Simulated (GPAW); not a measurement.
Crystal: Ta3AsAu2O13.

```
Ta As Au O
1.0
     5.24237    3.02668    4.14273
    -5.24237    3.02668    4.14273
     0.00000   -6.05337    4.14273
Ta As Au O
3 1 2 13
Direct
  0.23108 0.57229 0.23108
  0.23108 0.23108 0.57229
  0.57229 0.23108 0.23108
  0.55878 0.55878 0.55878
  0.96559 0.96559 0.96559
  0.75105 0.75105 0.75105
  0.40884 0.66762 0.40884
  0.40884 0.40884 0.66762
  0.66762 0.40884 0.40884
  0.49726 0.01313 0.36024
  0.36024 0.49726 0.01313
  0.01313 0.36024 0.49726
  0.36024 0.01313 0.49726
  0.01313 0.49726 0.36024
  0.49726 0.36024 0.01313
  0.10963 0.74806 0.10963
  0.10963 0.10963 0.74806
  0.74806 0.10963 0.10963
  0.30840 0.30840 0.30840
```

The cell was built by a generator and needn't be a form met in nature.

Base run:

| Quantity | Value |
| --- | --- |
| Program | GPAW 26.7.0 |
| Functional | SCAN |
| Potentials or basis | GPAW PAW data sets (gpaw-data 1.2.1) |
| Cutoff | 800 eV |
| Basis | pw |
| k mesh | 3 × 3 × 3 |
| Occupations | fermi-dirac, width 0.05 eV |
| Spin | no spin polarisation |

Its results: band gap on the k mesh 1.38 eV, indirect (least direct gap 1.43 eV); pressure -3.4 GPa.

**Question.** The run is repeated on the same cell with these changes: functional from SCAN to r2SCAN. What comes out?

**Answer.** Band gap on the k mesh 1.46 eV, indirect (least direct gap 1.51 eV); pressure -2.4 GPa.

Caveats: with this Au data set, volumes or pressures lay over 1.5 % or 2 GPa off other programs in two to four cells of ten; the PAW data sets were made with another functional, which shifts forces and pressure a little; spin-orbit coupling is left out, which moves the levels of the heavy elements.

Not every run made on this cell is shown here.
